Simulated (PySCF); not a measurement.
# The bond of HBr, level by level

One table from this session's results is given with a row withheld; the runs are named, their logs left out.

Method: H 6-31G(d,p), Br 6-31G(d,p), no relativity; program: PySCF 2.14.0.

The first run:

Settings of the job:

* atoms: H, Br
* charge: 0
* basis: H 6-31G(d,p), Br 6-31G(d,p)
* Hamiltonian: no relativity
* basis functions: 37
* electrons treated: 36
* masses in u: 1.0078, 78.9183
* levels: PBE0, PBE, r²SCAN, r²SCANh, B97-3, revPBE, LC-ωPBE, HF, MP2, SCS-MP2, CCSD, CCSD(T)
* grid: 80 radial by 434 angular points
* occupations: held fixed by the projection of orbital angular momentum
* dissociation limit: H + Br, each in its ground configuration
* starting distance in angstrom: 1.435
* values of 2S to try: 0, 2

On the command line:

```console
OMP_NUM_THREADS=1 python dia.py task.json out
```

Among the steps run: Input; The PBE0 curve of the state that the search chose; Excited determinants; PBE (GGA); r²SCAN (meta-GGA); r²SCANh (hybrid meta-GGA); B97-3 (global hybrid GGA); revPBE (GGA); LC-ωPBE (range-separated hybrid); RHF; Correlated methods on the Hartree–Fock reference.

One table of the session follows, with a row left open; its other results are not shown here.

| level | Re (Å) | ωe (cm⁻¹) | De (eV) |
| --- | --- | --- | --- |
| RHF | 1.404 | 2831 | 2.81 |
| RHF-MP2 | 1.407 | 2770 | 3.69 |
| RHF-SCS-MP2 | 1.409 | 2750 | 3.70 |
| RHF-CCSD | 1.412 | 2710 | 3.70 |
| RHF-CCSD(T) | ? | ? | ? |
| PBE | 1.434 | 2583 | 4.02 |
| revPBE | 1.434 | 2582 | 3.92 |
| r²SCAN | 1.421 | 2663 | 4.02 |
| r²SCANh | 1.418 | 2690 | 3.99 |
| PBE0 | 1.420 | 2688 | 3.95 |
| B97-3 | 1.420 | 2683 | 3.92 |
| LC-ωPBE | 1.412 | 2769 | 3.85 |
| measured | 1.414435 | 2648.975 | n/a |

Q: Estimate the row for RHF-CCSD(T) from the others.

As computed: Re (Å): 1.413; ωe (cm⁻¹): 2697; De (eV): 3.73. In the column «Re (Å)» it lies between LC-ωPBE (1.412) and measured (1.414435).

De is counted to H + Br in their ground configurations.
